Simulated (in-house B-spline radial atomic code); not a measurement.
# Dy³⁺ in a hard spherical wall

Aim: energy and levels of Dy³⁺ squeezed by an impenetrable sphere of shrinking radius. More than one configuration is followed.

The numbers are computed with in-house B-spline radial atomic code version 1 (Dirac-Coulomb LDA (Slater, VWN5), spherical fractional occupations, Fermi nucleus, basis-set limit), except any that are marked as measured or tabulated.

## (1) What is computed

- element: dysprosium (Z = 66)
- charge: +3
- electrons: 63
- configuration: [Xe] 4f9
- Hamiltonian: Dirac-Coulomb
- nucleus: Fermi, rms radius 5.222 fm

Outer shells as boxes (Hund's rule):

[Xe] 4f9
```
[Xe] core
4f [↑↓][↑↓][↑ ][↑ ][↑ ][↑ ][↑ ]
```

The boxes only draw the filling; these runs are spin-restricted and spherical.

## (2) The free system

The run's settings:

```ini
Z = 66
electrons = 63.0
configuration = [Xe] 4f9
hamiltonian = dirac
method = lda,vwn
spin_polarised = False
nucleus = fermi
rms_radius = 5.2218
mass_number = 164
atomic_mass = 163.929180819
speed_of_light = 137.035999084
```

## (3) Wall at 5.97 bohr, configuration [Xe] 4f9

The settings differ from step 2 so:

```diff
@@ -11 +11,2 @@
 speed_of_light = 137.035999084
+wall_radius = 5.97
```

## (4) Wall at 2.85 bohr, configuration [Xe] 4f9

The settings differ from step 3 so:

```diff
@@ -11,2 +11,2 @@
 speed_of_light = 137.035999084
-wall_radius = 5.97
+wall_radius = 2.85
```

## (5) Wall at 1.32 bohr, configuration [Xe] 4f9

The settings differ from step 4 so:

```diff
@@ -11,2 +11,2 @@
 speed_of_light = 137.035999084
-wall_radius = 2.85
+wall_radius = 1.32
```

## (6) Wall at 5.97 bohr, configuration [Kr] 4d10 4f9 5s2 5p5 5f1

The run's settings:

```ini
Z = 66
electrons = 63.0
configuration = [Kr] 4d10 4f9 5s2 5p5 5f1
hamiltonian = dirac
method = lda,vwn
spin_polarised = False
nucleus = fermi
rms_radius = 5.2218
mass_number = 164
atomic_mass = 163.929180819
speed_of_light = 137.035999084
wall_radius = 5.97
```

## (7) Wall at 2.85 bohr, configuration [Kr] 4d10 4f9 5s2 5p5 5f1

The settings differ from step 6 so:

```diff
@@ -11,2 +11,2 @@
 speed_of_light = 137.035999084
-wall_radius = 5.97
+wall_radius = 2.85
```

## (8) Wall at 1.32 bohr, configuration [Kr] 4d10 4f9 5s2 5p5 5f1

The settings differ from step 7 so:

```diff
@@ -11,2 +11,2 @@
 speed_of_light = 137.035999084
-wall_radius = 2.85
+wall_radius = 1.32
```

## (9) Wall at 5.97 bohr, configuration [Kr] 4d10 4f9 5s2 5p5 5d1

The run's settings:

```ini
Z = 66
electrons = 63.0
configuration = [Kr] 4d10 4f9 5s2 5p5 5d1
hamiltonian = dirac
method = lda,vwn
spin_polarised = False
nucleus = fermi
rms_radius = 5.2218
mass_number = 164
atomic_mass = 163.929180819
speed_of_light = 137.035999084
wall_radius = 5.97
```

## (10) Wall at 2.85 bohr, configuration [Kr] 4d10 4f9 5s2 5p5 5d1

The settings differ from step 9 so:

```diff
@@ -11,2 +11,2 @@
 speed_of_light = 137.035999084
-wall_radius = 5.97
+wall_radius = 2.85
```

## (11) Wall at 1.32 bohr, configuration [Kr] 4d10 4f9 5s2 5p5 5d1

The settings differ from step 10 so:

```diff
@@ -11,2 +11,2 @@
 speed_of_light = 137.035999084
-wall_radius = 2.85
+wall_radius = 1.32
```

Before running: What do the energy and the highest level do as the wall closes in, and which configuration is lower at each radius?

The runs gave:

| configuration | radius (bohr) | energy above the free system (eV) | highest level (eV) |
| --- | --- | --- | --- |
| [Xe] 4f9 | 5.97 | 0.0010 | -34.574 (4f7/2) |
| [Xe] 4f9 | 2.85 | 14.032 | -29.061 (4f7/2) |
| [Xe] 4f9 | 1.32 | 1591.88 | 184.57 (5p3/2) |
| [Kr] 4d10 4f9 5s2 5p5 5f1 | 5.97 | 48.574 | -9.541 (5f7/2) |
| [Kr] 4d10 4f9 5s2 5p5 5f1 | 2.85 | 88.828 | 24.669 (5f7/2) |
| [Kr] 4d10 4f9 5s2 5p5 5f1 | 1.32 | 1762.92 | 349.18 (5f7/2) |
| [Kr] 4d10 4f9 5s2 5p5 5d1 | 5.97 | 29.355 | -26.234 (5d5/2) |
| [Kr] 4d10 4f9 5s2 5p5 5d1 | 2.85 | 48.744 | -14.579 (5d5/2) |
| [Kr] 4d10 4f9 5s2 5p5 5d1 | 1.32 | 1675.92 | 263.18 (5d5/2) |

For [Xe] 4f9 the energy above the free reference is 0.0010 eV at 5.97 bohr and 1591.88 eV at 1.32 bohr. Its highest level passes zero between 2.85 and 1.32 bohr; in smaller spheres the level is positive, pushed up by confinement, and the wall keeps the electron in. Of [Xe] 4f9 and [Kr] 4d10 4f9 5s2 5p5 5f1, the first stays lower at every radius that both share. At 1.32 bohr the lowest of all 3 is [Xe] 4f9. A hard wall is a crude model of an atom's surroundings.
